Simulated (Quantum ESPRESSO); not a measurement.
Runs of Quantum ESPRESSO 7.5 on SbS. The cell holds a sheet with vacuum, 2 atoms: a = 3.820 Å, b = 3.820 Å, c = 23.800 Å, α = 90.00°, β = 90.00°, γ = 90.00°. The cell was built by a generator and needn't be a form met in nature.

```tsv
k mesh	mesh quality	gap on the mesh (eV)	work function (eV)
9 × 9 × 1	not flagged	none	4.77
5 × 5 × 1	coarse	none	4.84
6 × 6 × 1	not flagged	none	4.76
7 × 7 × 1	not flagged	none	(b)
4 × 4 × 1	coarse	none	(a)
```

Alike in all rows: task work function; level PBE; potentials or basis PseudoDojo 0.4.1 SR PBE standard; no spin polarisation; cell as given; cutoff (eV) 1088; smearing fermi-dirac 0.05 eV.

Q: Estimate the missing entries.

A: (a) 4.50; (b) 4.65.

Caveats: some runs use coarse meshes.

A k mesh can miss the band edges, and the runs leave out spin-orbit coupling on Sb.

A gap of «none» marks a metal or a gap under the smearing width.
